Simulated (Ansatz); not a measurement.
**B3N3H6 (SMILES B1NBNBN1), step by step**

We compute a series of 54 runs (PBE0/def2-SVP, UPBE0/def2-SVP, PBE/def2-SVP, UPBE/def2-SVP, B3LYP/def2-SVP, UB3LYP/def2-SVP, HF/def2-SVP, UHF/def2-SVP, and more) of B3H6N3 and its partners. 

Program for the calculation: Ansatz 0.2.0.

## Step 1: Starting point

B3N3H6 has 12 atoms, charge 0, and is taken as a singlet. As SMILES, `B1NBNBN1`. Geometry: relaxed at PBE0-D4/def2-TZVP. This is one conformer, not always the lowest. The run starts from this shape.

Bond lengths: B1–N2 1.425 Å, N2–B3 1.425 Å, B3–N4 1.425 Å, N4–B5 1.425 Å, B1–N6 1.425 Å, B5–N6 1.425 Å, B1–H7 1.197 Å, N2–H8 1.006 Å, B3–H9 1.197 Å, N4–H10 1.006 Å, B5–H11 1.197 Å, N6–H12 1.006 Å. Some angles: B1–N2–B3 122.9°, N2–B1–N6 117.1°, N2–B3–N4 117.1°, B3–N4–B5 122.9°, N4–B5–N6 117.1°, B1–N6–B5 122.9°, B1–N2–H8 118.6°, B3–N2–H8 118.6°, N2–B1–H7 121.4°, N6–B1–H7 121.4°.

## Step 2: A geometry optimisation at PBE0/def2-SVP (run 1)

File molecule.yaml:

```yaml
basis:
  gaussian:
    orbitals: def2-SVP
crystal:
  periodic: [false, false, false]
  atoms:
    - {symbol: B, position_ang: [-0.725600, -1.223220, 0.253660]}
    - {symbol: "N", position_ang: [0.524170, -0.956610, 0.883320]}
    - {symbol: B, position_ang: [1.265120, 0.238610, 0.655490]}
    - {symbol: N, position_ang: [0.704960, 1.188460, -0.246430]}
    - {symbol: B, position_ang: [-0.539530, 0.984630, -0.909140]}
    - {symbol: N, position_ang: [-1.229160, -0.231820, -0.636840]}
    - {symbol: H, position_ang: [-1.326890, -2.236960, 0.463830]}
    - {symbol: H, position_ang: [0.899850, -1.642240, 1.516360]}
    - {symbol: H, position_ang: [2.313570, 0.436330, 1.198680]}
    - {symbol: H, position_ang: [1.210210, 2.040210, -0.423070]}
    - {symbol: H, position_ang: [-0.986620, 1.800580, -1.662600]}
    - {symbol: H, position_ang: [-2.110080, -0.397960, -1.093280]}
hamiltonian:
  xc: pbe0
relax: {}
```

Started as:

```sh
$ ansatz run molecule.yaml --threads 1 --pin off --max-ram 3480MiB --events-out events.jsonl --progress --plain --runs-dir runs
```

The program printed:

```text
Warning: RAYON_NUM_THREADS=1 ignored (pool sized by the plan → 1); use --threads N
The last accepted step is kept in runs//last_step.txt (removed where the run ends without a failure and the disk answers)
[... 34 lines left out ...]
Total energy: -6590.47252627 eV, -242.1953981576 hartree
[... 12 lines left out ...]
Dipole moment:    -0.000006     0.000007    -0.000001 e Å
```

It took 11 s on 1 thread of AMD EPYC 9R45 (Zen 5), shared host; peak memory 0.28 GiB.

Step by step:

| step | energy from the first frame kept (eV) | largest force (eV/Å) |
| --- | --- | --- |
| 1 | 0.0000 | 0.3016 |
| 2 | -0.0083 | 0.0833 |
| 3 | -0.0089 | 0.0052 |

After the run. Bond lengths: B1–N2 1.427 Å, N2–B3 1.427 Å, B3–N4 1.427 Å, N4–B5 1.427 Å, B1–N6 1.427 Å, B5–N6 1.427 Å, B1–H7 1.210 Å, N2–H8 1.011 Å, B3–H9 1.210 Å, N4–H10 1.011 Å, B5–H11 1.210 Å, N6–H12 1.011 Å. Some angles: B1–N2–B3 122.7°, N2–B1–N6 117.3°, N2–B3–N4 117.3°, B3–N4–B5 122.7°, N4–B5–N6 117.3°, B1–N6–B5 122.7°, B1–N2–H8 118.7°, B3–N2–H8 118.7°, N2–B1–H7 121.3°, N6–B1–H7 121.3°.

## Step 3: The doublet cation: a geometry optimisation at UPBE0/def2-SVP (run 2)

File run.yaml:

```yaml
crystal:
  periodic: [false, false, false]
  atoms:
    - {symbol: B, position_ang: [-0.725600, -1.223220, 0.253660]}
    - {symbol: N, position_ang: [0.524170, -0.956610, 0.883320]}
    - {symbol: B, position_ang: [1.265120, 0.238610, 0.655490]}
    - {symbol: "N", position_ang: [0.704960, 1.188460, -0.246430]}
    - {symbol: B, position_ang: [-0.539530, 0.984630, -0.909140]}
    - {symbol: "N", position_ang: [-1.229160, -0.231820, -0.636840]}
    - {symbol: H, position_ang: [-1.326890, -2.236960, 0.463830]}
    - {symbol: H, position_ang: [0.899850, -1.642240, 1.516360]}
    - {symbol: H, position_ang: [2.313570, 0.436330, 1.198680]}
    - {symbol: H, position_ang: [1.210210, 2.040210, -0.423070]}
    - {symbol: H, position_ang: [-0.986620, 1.800580, -1.662600]}
    - {symbol: H, position_ang: [-2.110080, -0.397960, -1.093280]}
basis:
  gaussian: {orbitals: def2-SVP}
total_charge: 1
magnetization: {spin_polarized: true, initial_magnetization: 1}
hamiltonian: {xc: {name: PBE0}}
relax: {}
```

Started as:

```sh
$ ansatz run run.yaml --threads 1 --pin off --max-ram 3480MiB --events-out events.jsonl --progress --plain --runs-dir runs
```

The program printed (excerpt; [...] marks lines left out):

```text
Warning: RAYON_NUM_THREADS=1 ignored (pool sized by the plan → 1); use --threads N
[... 1 set-up line as earlier in the session ...]
[... 57 lines left out ...]
Total energy: -6580.61747294 eV, -241.8332316280 hartree
[... 12 lines left out ...]
Dipole moment:     0.102684    -0.187357     0.173084 e Å
```

Wall time 59 s (1 thread of AMD EPYC 9R45 (Zen 5), shared host); peak memory 0.39 GiB.

Step by step:

```csv
step,energy from the first frame kept (eV),largest force (eV/Å)
1,0.0000,2.9449
2,-0.2117,1.5259
3,-0.2790,0.3214
4,-0.2821,0.0516
5,-0.2823,0.0213
6,-0.2823,0.0072
```

After the run. Bond lengths: B1–N2 1.506 Å, N2–B3 1.506 Å, B3–N4 1.394 Å, N4–B5 1.455 Å, B1–N6 1.394 Å, B5–N6 1.455 Å, B1–H7 1.194 Å, N2–H8 1.026 Å, B3–H9 1.194 Å, N4–H10 1.018 Å, B5–H11 1.196 Å, N6–H12 1.018 Å. Some angles: B1–N2–B3 125.2°, N2–B1–N6 113.6°, N2–B3–N4 113.6°, B3–N4–B5 124.9°, N4–B5–N6 117.7°, B1–N6–B5 124.9°, B1–N2–H8 117.4°, B3–N2–H8 117.4°, N2–B1–H7 119.6°, N6–B1–H7 126.8°.

Runs 3 to 47 aren't shown in full; the table further down has their settings and results.

## Step 4: A single-point energy at PBE0-D4/def2-SVP (run 48)

File job.yaml:

```yaml
crystal:
  periodic: [false, false, false]
  atoms:
    - {symbol: B, position_ang: [-0.726190, -1.224216, 0.253867]}
    - {symbol: N, position_ang: [0.525693, -0.959385, 0.885846]}
    - {symbol: B, position_ang: [1.266157, 0.238791, 0.655999]}
    - {symbol: N, position_ang: [0.707004, 1.191883, -0.247156]}
    - {symbol: B, position_ang: [-0.539968, 0.985430, -0.909866]}
    - {symbol: N, position_ang: [-1.232695, -0.232497, -0.638697]}
    - {symbol: H, position_ang: [-1.333802, -2.248566, 0.466276]}
    - {symbol: H, position_ang: [0.903392, -1.648696, 1.522322]}
    - {symbol: H, position_ang: [2.325565, 0.438612, 1.204932]}
    - {symbol: H, position_ang: [1.214971, 2.048238, -0.424734]}
    - {symbol: H, position_ang: [-0.991757, 1.809952, -1.671215]}
    - {symbol: H, position_ang: [-2.118370, -0.399535, -1.097594]}
basis:
  gaussian:
    orbitals: def2-SVP
total_charge: 0
hamiltonian:
  xc: pbe0
  dispersion: d4
```

Started as:

```sh
$ ansatz run job.yaml --threads 1 --pin off --max-ram 3480MiB --events-out events.jsonl --progress --plain --runs-dir runs
```

The program printed:

```text
Warning: RAYON_NUM_THREADS=1 ignored (pool sized by the plan → 1); use --threads N
Functional definition: PBE0
  name "PBE0"
  parameter a = 0.25
  parameter kappa = 0.804
  parameter beta = 0.06672455060314922
  exchange = (1 - a)*pbe_x(kappa = kappa, mu = beta*pi^2/3) + a*exact_x
  correlation = pbe_c(beta = beta)
1326 factors; their error is unknown
mean field evaluation 1: about -6580.3157 eV, gradient 7.0e1 eV
mean field evaluation 2: about -6570.4278 eV, gradient 9.6e1 eV
mean field evaluation 4: about -6590.4855 eV, gradient 7.8e-1 eV
mean field evaluation 8: about -6590.4723 eV, gradient 1.9e-1 eV
mean field -6590.47235345 eV, -242.1953918067 hartree, gradient 3.6e-5 eV, S^2 0.000000; 0 other end points of the search recorded, 0 dependent functions left out
reference -6590.47238298 eV, -242.1953928917 hartree; 21, 21 occupied and 93, 93 virtual orbitals, 1326 factors
Total energy: -6590.69252611 eV, -242.2034830026 hartree
```

It took 1.6 s on 1 thread of AMD EPYC 9R45 (Zen 5), shared host; peak memory 0.22 GiB.

Runs 49 to 53 aren't shown in full; the table further down has their settings and results.

## Step 5: B3N3H5: the energy at UPBE0-D4/def2-SVP (run 54)

File molecule.yaml:

```yaml
crystal:
  periodic: [false, false, false]
  atoms:
    - {symbol: B, position_ang: [-0.741110, -1.254374, 0.261973]}
    - {symbol: "N", position_ang: [0.522903, -0.969182, 0.889772]}
    - {symbol: B, position_ang: [1.254034, 0.236519, 0.649753]}
    - {symbol: N, position_ang: [0.705785, 1.200929, -0.253137]}
    - {symbol: B, position_ang: [-0.550193, 1.010820, -0.931056]}
    - {symbol: N, position_ang: [-1.135274, -0.214112, -0.588211]}
    - {symbol: H, position_ang: [-1.366028, -2.268042, 0.457353]}
    - {symbol: H, position_ang: [0.907983, -1.654273, 1.528418]}
    - {symbol: H, position_ang: [2.313019, 0.436225, 1.198400]}
    - {symbol: H, position_ang: [1.220632, 2.055758, -0.425490]}
    - {symbol: H, position_ang: [-1.021671, 1.817701, -1.694515]}
basis:
  gaussian:
    orbitals: def2-SVP
magnetization:
  spin_polarized: true
  initial_magnetization: 1
hamiltonian:
  xc: {name: PBE0}
  dispersion: d4
```

Started as:

```sh
$ ansatz run molecule.yaml --threads 1 --pin off --max-ram 3480MiB --events-out events.jsonl --progress --plain --runs-dir runs
```

The program printed (excerpt; [...] marks lines left out):

```text
Warning: RAYON_NUM_THREADS=1 ignored (pool sized by the plan → 1); use --threads N
[... 7 set-up lines as earlier in the session ...]
1268 factors; their error is unknown
mean field evaluation 1: about -6562.9088 eV, gradient 4.5e1 eV
mean field evaluation 2: about -6554.8305 eV, gradient 6.2e1 eV
mean field evaluation 4: about -6571.5859 eV, gradient 9.5e-1 eV
mean field evaluation 8: about -6571.5907 eV, gradient 9.7e-2 eV
mean field evaluation 16: about -6571.5810 eV, gradient 1.0e-4 eV
mean field -6571.58099468 eV, -241.5011471770 hartree, gradient 3.5e-5 eV, S^2 0.755494; 2 other end points of the search recorded, 0 dependent functions left out
reference -6571.58102391 eV, -241.5011482510 hartree; 21, 20 occupied and 88, 89 virtual orbitals, 1268 factors
Total energy: -6571.78593034 eV, -241.5086784234 hartree
```

Wall time 3.3 s (1 thread of AMD EPYC 9R45 (Zen 5), shared host); peak memory 0.31 GiB.

## Step 6: All runs side by side

| run | level | broken bond | task | partner | energy (Eh) | wall time |
| --- | --- | --- | --- | --- | --- | --- |
| 1 | PBE0/def2-SVP | – | optimise | base | -242.195398 | 11 s |
| 2 | UPBE0/def2-SVP | – | optimise | cation | -241.833232 | 59 s |
| 3 | UPBE0/def2-SVP | – | optimise | anion | -242.123441 | 2 min |
| 4 | UPBE0/def2-SVP | (7, 1) | optimise | fragment | -241.522255 | 14 s |
| 5 | UPBE0/def2-SVP | (12, 6) | optimise | fragment | -241.501154 | 23 s |
| 6 | PBE/def2-SVP | – | energy | base | -242.158974 | 1.4 s |
| 7 | UPBE/def2-SVP | – | energy | cation | -241.801813 | 5.1 s |
| 8 | UPBE/def2-SVP | – | energy | anion | -242.091319 | 3.3 s |
| 9 | UPBE/def2-SVP | (7, 1) | energy | fragment | -0.498629 | 0.04 s |
| 10 | UPBE/def2-SVP | (7, 1) | energy | fragment | -241.488696 | 2.1 s |
| 11 | UPBE/def2-SVP | (12, 6) | energy | fragment | -0.498629 | 0.06 s |
| 12 | UPBE/def2-SVP | (12, 6) | energy | fragment | -241.470059 | 3 s |
| 13 | B3LYP/def2-SVP | – | energy | base | -242.504457 | 1.6 s |
| 14 | UB3LYP/def2-SVP | – | energy | cation | -242.144243 | 4.5 s |
| 15 | UB3LYP/def2-SVP | – | energy | anion | -242.430596 | 3.6 s |
| 16 | UB3LYP/def2-SVP | (7, 1) | energy | fragment | -0.501259 | 0.06 s |
| 17 | UB3LYP/def2-SVP | (7, 1) | energy | fragment | -241.825662 | 2.8 s |
| 18 | UB3LYP/def2-SVP | (12, 6) | energy | fragment | -0.501259 | 0.06 s |
| 19 | UB3LYP/def2-SVP | (12, 6) | energy | fragment | -241.809211 | 3.3 s |
| 20 | HF/def2-SVP | – | energy | base | -240.981754 | 0.48 s |
| 21 | UHF/def2-SVP | – | energy | cation | -240.665644 | 2.4 s |
| 22 | UHF/def2-SVP | – | energy | anion | -240.876013 | 1.4 s |
| 23 | UHF/def2-SVP | (7, 1) | energy | fragment | -0.499278 | 0.04 s |
| 24 | UHF/def2-SVP | (7, 1) | energy | fragment | -240.338634 | 1.2 s |
| 25 | UHF/def2-SVP | (12, 6) | energy | fragment | -0.499278 | 0.04 s |
| 26 | UHF/def2-SVP | (12, 6) | energy | fragment | -240.324312 | 2.6 s |
| 27 | MP2/def2-SVP | – | energy | base | -241.717824 | 1.1 s |
| 28 | UMP2/def2-SVP | – | energy | cation | -241.352666 | 4.8 s |
| 29 | UMP2/def2-SVP | – | energy | anion | -241.631121 | 1.6 s |
| 30 | UHF/def2-SVP | (7, 1) | energy | fragment | -0.499278 | 0.04 s |
| 31 | UMP2/def2-SVP | (7, 1) | energy | fragment | -241.048584 | 1.4 s |
| 32 | UHF/def2-SVP | (12, 6) | energy | fragment | -0.499278 | 0.04 s |
| 33 | UMP2/def2-SVP | (12, 6) | energy | fragment | -241.019390 | 2.9 s |
| 34 | wB97M-V/def2-SVP | – | energy | base | -242.392366 | 6 s |
| 35 | U-wB97M-V/def2-SVP | – | energy | cation | -242.026375 | 14 s |
| 36 | U-wB97M-V/def2-SVP | – | energy | anion | -242.310500 | 12 s |
| 37 | U-wB97M-V/def2-SVP | (7, 1) | energy | fragment | -0.491712 | 0.12 s |
| 38 | U-wB97M-V/def2-SVP | (7, 1) | energy | fragment | -241.717340 | 8.4 s |
| 39 | U-wB97M-V/def2-SVP | (12, 6) | energy | fragment | -0.491712 | 0.1 s |
| 40 | U-wB97M-V/def2-SVP | (12, 6) | energy | fragment | -241.698597 | 11 s |
| 41 | r2SCAN/def2-SVP | – | energy | base | -242.343504 | 2.2 s |
| 42 | U-r2SCAN/def2-SVP | – | energy | cation | -241.984987 | 7.8 s |
| 43 | U-r2SCAN/def2-SVP | – | energy | anion | -242.275431 | 5.4 s |
| 44 | U-r2SCAN/def2-SVP | (7, 1) | energy | fragment | -0.499209 | 0.14 s |
| 45 | U-r2SCAN/def2-SVP | (7, 1) | energy | fragment | -241.673309 | 4.5 s |
| 46 | U-r2SCAN/def2-SVP | (12, 6) | energy | fragment | -0.499209 | 0.14 s |
| 47 | U-r2SCAN/def2-SVP | (12, 6) | energy | fragment | -241.653965 | 4.8 s |
| 48 | PBE0-D4/def2-SVP | – | energy | base | -242.203483 | 1.6 s |
| 49 | UPBE0-D4/def2-SVP | – | energy | cation | -241.840355 | 4.8 s |
| 50 | UPBE0-D4/def2-SVP | – | energy | anion | -242.132630 | 3.6 s |
| 51 | UPBE0-D4/def2-SVP | (7, 1) | energy | fragment | -0.500291 | 0.06 s |
| 52 | UPBE0-D4/def2-SVP | (7, 1) | energy | fragment | -241.530163 | 2.8 s |
| 53 | UPBE0-D4/def2-SVP | (12, 6) | energy | fragment | -0.500291 | 0.06 s |
| 54 | UPBE0-D4/def2-SVP | (12, 6) | energy | fragment | -241.508678 | 3.3 s |

## Step 7: Summary of results

| quantity | value |
| --- | --- |
| B3N3H5, run 54: total energy | -241.50868 Eh |
| B3N3H5, run 54: dispersion energy | -19.77 kJ/mol |
| B3N3H5, run 54: ⟨S²⟩ | 0.755 |
| adiabatic electron affinity (to the doublet anion, shapes relaxed at PBE0/def2-SVP, no zero-point term), PBE/def2-SVP | -1.841 eV |
| adiabatic electron affinity (to the doublet anion, shapes relaxed at PBE0/def2-SVP, no zero-point term), HF/def2-SVP | -2.877 eV |
| adiabatic electron affinity (to the doublet anion, shapes relaxed at PBE0/def2-SVP, no zero-point term), wB97M-V/def2-SVP | -2.228 eV |
| adiabatic electron affinity (to the doublet anion, shapes relaxed at PBE0/def2-SVP, no zero-point term), PBE0-D4/def2-SVP | -1.928 eV |
| dissociation energy of the H12–N6 bond into doublet H and doublet B3N3H5 (shapes relaxed at PBE0/def2-SVP, no zero-point term), HF/def2-SVP | 4.304 eV |
| dissociation energy of the H12–N6 bond into doublet H and doublet B3N3H5 (shapes relaxed at PBE0/def2-SVP, no zero-point term), wB97M-V/def2-SVP | 5.498 eV |
| adiabatic ionisation energy (to the doublet cation, no zero-point term), PBE0/def2-SVP | 9.855 eV |
| adiabatic ionisation energy (to the doublet cation, shapes relaxed at PBE0/def2-SVP, no zero-point term), MP2/def2-SVP | 9.936 eV |

At PBE/def2-SVP: the adiabatic electron affinity (to the doublet anion, shapes relaxed at PBE0/def2-SVP, no zero-point term) is −1.84 eV (−42 kcal/mol). A negative value puts this state of the anion above the relaxed parent: the electron is not bound at this level, and such a value depends on the basis. At HF/def2-SVP: the adiabatic electron affinity (to the doublet anion, shapes relaxed at PBE0/def2-SVP, no zero-point term) is −2.88 eV (−66 kcal/mol). At wB97M-V/def2-SVP: the adiabatic electron affinity (to the doublet anion, shapes relaxed at PBE0/def2-SVP, no zero-point term) is −2.23 eV (−215 kJ/mol). At PBE0-D4/def2-SVP: the adiabatic electron affinity (to the doublet anion, shapes relaxed at PBE0/def2-SVP, no zero-point term) is −1.93 eV (−186 kJ/mol). At HF/def2-SVP: the dissociation energy of the H12–N6 bond into doublet H and doublet B3N3H5 (shapes relaxed at PBE0/def2-SVP, no zero-point term) is 4.30 eV (415 kJ/mol). Totals of different functionals can't be ranked against each other. All runs together took 6.1 min, the longest 2 min.
